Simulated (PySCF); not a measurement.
# C₆H₁₃BS: magnetic properties

Wanted: magnetic properties for C₆H₁₃BS (`B1CCCCSCC1`).

Computed with PySCF 2.14.0 and routines of our own; the level stands in each step. Atoms count from 0.

## Step 1: The starting structure

21 atoms, charge 0, multiplicity 1; geometry from: GFN2-xTB.

## Step 2: Magnetic properties: GIAO PBE0/pcSseg-1

What the job is given:

```
{"job": {"kind": "mag", "xc": "PBE0", "basis": "pcSseg-1", "isotopologues": 2}, "charge": 0, "multiplicity": 1}
B      0.869987    -0.969308     0.612329
C     -0.515847    -1.640605     0.154021
C     -1.438102    -0.777520    -0.712382
C     -1.898241     0.486726     0.011239
C     -0.783560     1.503719     0.194834
S      0.499517     0.935640     1.382331
C      2.002339     1.040740     0.333180
C      1.849596    -0.242855    -0.466844
H      1.428264    -1.508506     1.504161
H     -0.282323    -2.550314    -0.406007
H     -1.086404    -1.966575     1.028375
H     -2.322905    -1.356141    -0.992142
H     -0.929469    -0.497700    -1.638226
H     -2.693880     0.967726    -0.564821
H     -2.308513     0.220396     0.987943
H     -1.175163     2.434931     0.605395
H     -0.286988     1.709507    -0.751251
H      2.021142     1.986054    -0.209564
H      2.842057     1.003118     1.024801
H      1.390773    -0.041110    -1.435419
H      2.808800    -0.720978    -0.662425
```

Method: GIAO PBE0/pcSseg-1 magnetisability, rotational g tensor and spin-rotation constants, non-relativistic, gas phase.

Launch:

```
> OMP_NUM_THREADS=1 python excited_run.py task.json out
```

This one command runs all jobs of the session in turn.

What it wrote:

```text
coarse grid: 17288 points
cycle   1  E = -658.8546159007  dE =  9.395e-01  |g| = 5.169e-01  |ddm| = 4.083e+00
cycle   2  E = -658.8158692862  dE =  3.875e-02  |g| = 6.478e-01  |ddm| = 1.336e+00
cycle   3  E = -658.9320601066  dE = -1.162e-01  |g| = 5.577e-02  |ddm| = 8.010e-01
cycle   4  E = -658.9327755585  dE = -7.155e-04  |g| = 1.826e-02  |ddm| = 9.675e-02
cycle   5  E = -658.9328472153  dE = -7.166e-05  |g| = 7.921e-03  |ddm| = 2.844e-02
cycle   6  E = -658.9328624447  dE = -1.523e-05  |g| = 1.355e-03  |ddm| = 7.588e-03
cycle   7  E = -658.9328629105  dE = -4.658e-07  |g| = 3.862e-04  |ddm| = 1.957e-03
final grid: 160040 points
cycle   8  E = -658.9852065251  dE = -8.840e-05  |g| = 1.154e-02  |ddm| = 5.081e-02
cycle   9  E = -658.9851831158  dE =  2.341e-05  |g| = 1.501e-02  |ddm| = 2.426e-02
cycle  10  E = -658.9852408564  dE = -5.774e-05  |g| = 1.098e-03  |ddm| = 1.478e-02
cycle  11  E = -658.9852411743  dE = -3.179e-07  |g| = 2.250e-04  |ddm| = 1.834e-03
cycle  12  E = -658.9852411850  dE = -1.074e-08  |g| = 1.087e-04  |ddm| = 3.246e-04
cycle  13  E = -658.9852411880  dE = -2.928e-09  |g| = 2.484e-05  |ddm| = 1.304e-04
cycle  14  E = -658.9852411881  dE = -1.596e-10  |g| = 5.729e-06  |ddm| = 3.194e-05
converged SCF energy = -658.9852411881

Magnetisability tensor (1e-30 J/T^2)
    -1527.88        8.17       58.28
        8.17    -1604.07      -78.22
       58.28      -78.22    -1428.78
isotropic -1520.24   principal values   -1641.74  -1538.47  -1380.52
isotropic susceptibility -91.551 1e-6 cm^3/mol

Inertial axes            a          b          c
rot. const./GHz      2.4643     1.6874     1.2782
chi total           -90.998    -98.552    -85.104
chi diamagnetic    -635.361   -870.057  -1097.462
chi paramagnetic    544.363    771.505   1012.358
quadrupole/D A        3.967     -1.875     -2.091
g nuclear            0.6114     0.6075     0.5968
g electronic        -0.6302    -0.6116    -0.6079
g total             -0.0188    -0.0041    -0.0111

Spin-rotation constants (kHz, H = +C I.J)
atom  isotope        aa         bb         cc
  0    11B        0.519      0.277      0.288
  8     1H       -0.151     -0.115      0.009
  9     1H       -0.240      0.029     -0.148
 10     1H       -0.227     -0.177      0.001
 11     1H        0.072     -0.168     -0.138
 12     1H       -0.234     -0.172      0.016
 13     1H       -0.108     -0.130     -0.086
 14     1H       -0.258     -0.188      0.020
 15     1H       -0.268      0.074     -0.135
 16     1H       -0.238     -0.181      0.021
 17     1H       -0.257     -0.104     -0.015
 18     1H        0.040     -0.187     -0.090
 19     1H       -0.174     -0.193      0.005
 20     1H       -0.137     -0.039     -0.147
  1    13C*       0.416      0.239      0.170
  2    13C*       0.398      0.255      0.191
  3    13C*       0.434      0.265      0.176
  4    13C*       0.394      0.343      0.204
  5    33S*       0.486      0.494      0.313
  6    13C*       0.466      0.302      0.207
  7    13C*       0.300      0.191      0.200
* in the singly substituted isotopologue

Isotopologues: g along a, b, c
2H    at 8,9,10,11,12,1    -0.0154    -0.0035    -0.0093
10B   at 0                 -0.0190    -0.0042    -0.0112
```

Run time: 84 s. Hardware: 1 thread of Arm Neoverse N1, shared host; peak memory 1 GiB.

Key values:

```
              quantity                      value
       magnetisability           -1520·10⁻³⁰ J/T²
  molar susceptibility         -91.6·10⁻⁶ cm³/mol
rotational g (a, b, c)  -0.0188, -0.0041, -0.0111
```

Orbitals, density, ELF and potential are computed afterwards from the orbital file.

Frontier orbitals at PBE0/pcSseg-1, with the share of their density that lies nearest to each atom:

| orbital | energy (eV) | lies on |
| --- | --- | --- |
| HOMO | -7.27 | S5 28 %; C1 17 %; B0 15 % |
| LUMO | 0.19 | S5 36 %; C6 17 %; B0 8 % |

ELF in a plane through or near 7 of the atoms.

Ten even steps from '0' (0.00) to '9' (1.00):
```
0000000000000000000000000000
0000000000000000000000000000
0000000000000000000000000000
0000000000000000000000000000
0000000000000001100000000000
0000004997004764100375000000
0000018999308998315999610000
0000005999404997437999720000
0000002576300453246897200000
0000001378510000377300000000
0000001461262002512776200000
0000038992374113624999830000
0000179997662123656999930000
0000059984210147620378300000
0000002310000499971000000000
0000000000000699981000000000
0000000000000137620000000000
0000000000000000000000000000
0000000000000000000000000000
0000000000000000000000000000
```
The map spans 11.3 Å across and 10.4 Å up, centred on the molecule. Atoms in the plane (x, y in Å): C2 (1.6, -0.5), C7 (-1.7, -0.6), H11 (2.6, -1.0), H13 (2.5, 1.4), H16 (0.1, 1.7), H17 (-2.3, 1.6), H20 (-2.6, -1.2).

log10 of the density (e/Å³) in the same plane.

Ten even steps from '0' (-4.0) to '9' (0.7):
```
0000000000000000000000000000
0000000000000000000000000000
0000000000001122210000000000
0000000111112333322100000000
0000012333334455543322100000
0001234555445677655554320000
0002345787657888766776431000
0012346788666888777886532000
0012446788766677778876432000
0012346788765556788765431000
0002346789986557899876432000
0002456889987667899987542000
0002356888876667888876542000
0001345666665677776655321000
0000123444444667765433210000
0000001222223556654321000000
0000000000012344432100000000
0000000000001122221000000000
0000000000000000000000000000
0000000000000000000000000000
```
The map spans 11.3 Å across and 10.4 Å up, centred on the molecule. Atoms in the plane (x, y in Å): C2 (1.6, -0.5), C7 (-1.7, -0.6), H11 (2.6, -1.0), H13 (2.5, 1.4), H16 (0.1, 1.7), H17 (-2.3, 1.6), H20 (-2.6, -1.2).

On the surface of density 0.002 e/bohr³ the electrostatic potential runs, from the 1st to the 99th percentile, from -0.93 to 1.06 V.

## Step 3: Magnetic properties: common gauge origin mPW1PW91/ANO-RCC-VDZP

The job, as its differences from that of step 2:

```diff
@@ -1,2 +1,2 @@
-{"job": {"kind": "mag", "xc": "PBE0", "basis": "pcSseg-1", "isotopologues": 2}, "charge": 0, "multiplicity": 1}
+{"job": {"kind": "mag", "xc": "mPW1PW91", "basis": "ANO-RCC-VDZP", "gauge": [0, 0, 0]}, "charge": 0, "multiplicity": 1}
 B      0.869987    -0.969308     0.612329
```

Level: common gauge origin mPW1PW91/ANO-RCC-VDZP magnetisability, rotational g tensor and spin-rotation constants, non-relativistic, gas phase.

What it wrote:

```text
coarse grid: 17288 points
cycle   1  E = -659.2074788191  dE =  9.507e-01  |g| = 5.319e-01  |ddm| = 6.143e+00
cycle   2  E = -659.1623576157  dE =  4.512e-02  |g| = 6.727e-01  |ddm| = 1.599e+00
cycle   3  E = -659.2899024240  dE = -1.275e-01  |g| = 6.090e-02  |ddm| = 9.677e-01
cycle   4  E = -659.2908540650  dE = -9.516e-04  |g| = 2.017e-02  |ddm| = 9.901e-02
cycle   5  E = -659.2909555036  dE = -1.014e-04  |g| = 7.831e-03  |ddm| = 3.020e-02
cycle   6  E = -659.2909708855  dE = -1.538e-05  |g| = 1.487e-03  |ddm| = 8.613e-03
cycle   7  E = -659.2909714849  dE = -5.994e-07  |g| = 3.824e-04  |ddm| = 2.125e-03
final grid: 160040 points
cycle   8  E = -659.2869135389  dE = -8.088e-05  |g| = 8.313e-03  |ddm| = 6.100e-02
cycle   9  E = -659.2869026763  dE =  1.086e-05  |g| = 1.048e-02  |ddm| = 2.063e-02
cycle  10  E = -659.2869319286  dE = -2.925e-05  |g| = 1.015e-03  |ddm| = 1.271e-02
cycle  11  E = -659.2869322193  dE = -2.908e-07  |g| = 1.926e-04  |ddm| = 1.473e-03
cycle  12  E = -659.2869322282  dE = -8.886e-09  |g| = 8.508e-05  |ddm| = 2.991e-04
cycle  13  E = -659.2869322301  dE = -1.843e-09  |g| = 2.305e-05  |ddm| = 1.144e-04
cycle  14  E = -659.2869322302  dE = -1.482e-10  |g| = 5.263e-06  |ddm| = 3.096e-05
converged SCF energy = -659.2869322302

Magnetisability tensor (1e-30 J/T^2)
    -3907.80      328.16      470.59
      328.16    -4381.30      601.16
      470.59      601.16    -4637.59
isotropic -4308.90   principal values   -5149.52  -4434.15  -3343.02
isotropic susceptibility -259.488 1e-6 cm^3/mol

Inertial axes            a          b          c
rot. const./GHz      2.4643     1.6874     1.2782
chi total          -210.923   -262.086   -305.454
chi diamagnetic    -633.535   -868.251  -1095.762
chi paramagnetic    422.611    606.165    790.308
quadrupole/D A        3.883     -1.923     -1.960
g nuclear            0.6114     0.6075     0.5968
g electronic        -0.4893    -0.4805    -0.4746
g total              0.1222     0.1269     0.1222

Spin-rotation constants (kHz, H = +C I.J)
atom  isotope        aa         bb         cc
  0    11B        0.276      0.105      0.108
  8     1H       -0.212     -0.139     -0.138
  9     1H       -0.040     -0.100     -0.070
 10     1H       -0.331     -0.170     -0.159
 11     1H       -0.089      0.128      0.056
 12     1H       -0.395     -0.391     -0.246
 13     1H       -0.075      0.001      0.053
 14     1H       -0.410     -0.333     -0.075
 15     1H        0.149     -0.233     -0.023
 16     1H       -0.485     -0.522     -0.284
 17     1H       -0.459     -0.029      0.012
 18     1H       -0.337      0.172      0.162
 19     1H       -0.316     -0.436     -0.304
 20     1H       -0.054      0.038      0.012
  1    13C*       0.302      0.131      0.071
  2    13C*       0.258      0.184      0.114
  3    13C*       0.315      0.178      0.098
  4    13C*       0.303      0.151      0.106
  5    33S*       0.591      0.543      0.314
  6    13C*       0.253      0.267      0.168
  7    13C*       0.152      0.101      0.119
* in the singly substituted isotopologue
```

It took 45 s on 1 thread of Arm Neoverse N1, shared host; peak memory 0.89 GiB.

A normal end doesn't make this result sound: a common gauge origin replaces GIAOs, so the magnetic properties depend on where the origin lies.

## Step 4: What came out

| quantity | value |
| --- | --- |
| magnetisability (step 2, GIAO PBE0/pcSseg-1) | -1520·10⁻³⁰ J/T² |
| molar susceptibility (step 2, GIAO PBE0/pcSseg-1) | -91.6·10⁻⁶ cm³/mol |
| rotational g (a, b, c) (step 2, GIAO PBE0/pcSseg-1) | -0.0188, -0.0041, -0.0111 |
| surface potential, 1st and 99th percentile | -0.93 V and 1.06 V |
| runs | 0 failed, 1 ended on unsound input |

**Reading.** The values above hold for this geometry and these levels alone. Vibrational averaging and real surroundings are missing from these values.
